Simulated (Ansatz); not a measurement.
# CH₉NSiSn: a ladder of functionals and wavefunction methods

The task here is to estimate one member of a computed series from the others.

Computed with Ansatz 0.2.0, Gaussian basis. Level: functionals in def2-TZVPP, the program's frozen cores in correlated methods.

Plan: PBE-D4, r2SCAN-D4, PBE0-D4, B3LYP-D4, ωB97X-V, ωB97M-V, B2PLYP; CCSD(T)/def2-TZVPP; MP2/def2-QZVPP; extrapolation to the limit.

### The relaxed structure

The geometry comes from an earlier relaxation with PBE0-D4 in a triple-zeta def2 set; it is a stationary point, not always the lowest conformer. Sn takes the def2 core potential; no spin-orbit term is included.

SMILES `[NH2][SnH2][CH2][SiH3]`, 13 atoms, charge 0, spin multiplicity 1.

Atoms are counted from 1 here; the program's logs count them from 0.

Bond lengths: N1–Sn2 2.032 Å, N1–H5 1.012 Å, N1–H6 1.012 Å, Sn2–C3 2.160 Å, Sn2–H7 1.707 Å, Sn2–H8 1.707 Å, C3–Si4 1.863 Å, C3–H9 1.093 Å, C3–H10 1.093 Å, Si4–H11 1.489 Å, Si4–H12 1.490 Å, Si4–H13 1.489 Å. Angles: Sn2–N1–H5 113.8°, Sn2–N1–H6 113.8°, H5–N1–H6 107.4°, N1–Sn2–C3 112.7°, N1–Sn2–H7 105.7°, N1–Sn2–H8 105.7°, C3–Sn2–H7 110.0°, C3–Sn2–H8 110.1°, H7–Sn2–H8 112.6°, Sn2–C3–Si4 112.6°, Sn2–C3–H9 108.1°, Sn2–C3–H10 107.9°, Si4–C3–H9 110.2°, Si4–C3–H10 110.2°, H9–C3–H10 107.7°, C3–Si4–H11 110.5°, C3–Si4–H12 112.0°, C3–Si4–H13 110.5° and more.

Set-up of the first run:

in.yaml

```yaml
crystal:
  periodic: [false, false, false]
  atoms:
    - {symbol: N, position_ang: [-1.901118, 1.148807, -0.121971]}
    - {symbol: Sn, position_ang: [-1.292866, -0.755250, -0.485162]}
    - {symbol: C, position_ang: [0.815983, -1.040837, -0.118179]}
    - {symbol: Si, position_ang: [1.645586, 0.500033, 0.519507]}
    - {symbol: H, position_ang: [-1.772964, 1.442173, 0.838081]}
    - {symbol: H, position_ang: [-1.453997, 1.839436, -0.711273]}
    - {symbol: H, position_ang: [-2.206461, -1.740946, 0.567891]}
    - {symbol: H, position_ang: [-1.647157, -1.046998, -2.129741]}
    - {symbol: H, position_ang: [1.282294, -1.361559, -1.053328]}
    - {symbol: H, position_ang: [0.924975, -1.854660, 0.603446]}
    - {symbol: H, position_ang: [1.007950, 0.947025, 1.788818]}
    - {symbol: H, position_ang: [3.094838, 0.282625, 0.786992]}
    - {symbol: H, position_ang: [1.523237, 1.605452, -0.470281]}
basis:
  gaussian: {orbitals: def2-TZVPP}
hamiltonian: {xc: pbe, dispersion: d4}
output: {forces: true, orbitals: {seedname: orbitals}}
```

Started as:

```bash
$ ansatz run in.yaml --threads 4 --pin off --events-out ev --progress --plain --max-ram 10444MiB
```

Steps of the session up to this table: PBE-D4 (GGA); r2SCAN-D4 (meta-GGA); PBE0-D4 (hybrid); B3LYP-D4 (hybrid); ωB97X-V (range-separated); ωB97M-V (range-separated); B2PLYP (double hybrid); CCSD(T) in def2-TZVPP; MP2 in def2-QZVPP.

One table of the session follows, with a row left open; its other results are not shown here.

```
            method  atomisation energy (kJ/mol)
            PBE-D4                            ?
         r2SCAN-D4                       3976.5
           PBE0-D4                       3958.8
          B3LYP-D4                       3994.2
           ωB97X-V                       4027.6
           ωB97M-V                       4003.3
            B2PLYP                       3937.8
     HF/def2-TZVPP                       2875.2
    MP2/def2-TZVPP                       3884.2
   CCSD/def2-TZVPP                       3861.7
CCSD(T)/def2-TZVPP                       3911.1
           MP2/CBS                       3993.4
       CCSD(T)/CBS                       4020.3
```

Estimate the missing values for PBE-D4.

**Answer.** atomisation energy (kJ/mol): 3995.8. In the column «atomisation energy (kJ/mol)» it lies between B3LYP-D4 (3994.2) and ωB97M-V (4003.3).

Among the levels timed on like hardware and quicker than the yardstick, those that no quicker one beats, quickest first: PBE-D4 (3.3 s, -24.5 kJ/mol); ωB97X-V (11 s, +7.3 kJ/mol).

B2PLYP carry no dispersion term (for B3LYP, D4 adds 46.2 kJ/mol).

To keep in mind: Free atoms (1 N, 1 Sn, 1 C, 1 Si, 9 H) were run apart at each level; the atomisation energy is their sum less the molecule, without zero-point or spin-orbit terms. All levels share the lack of spin-orbit coupling, which lowers the free heavy atoms and so the true binding.
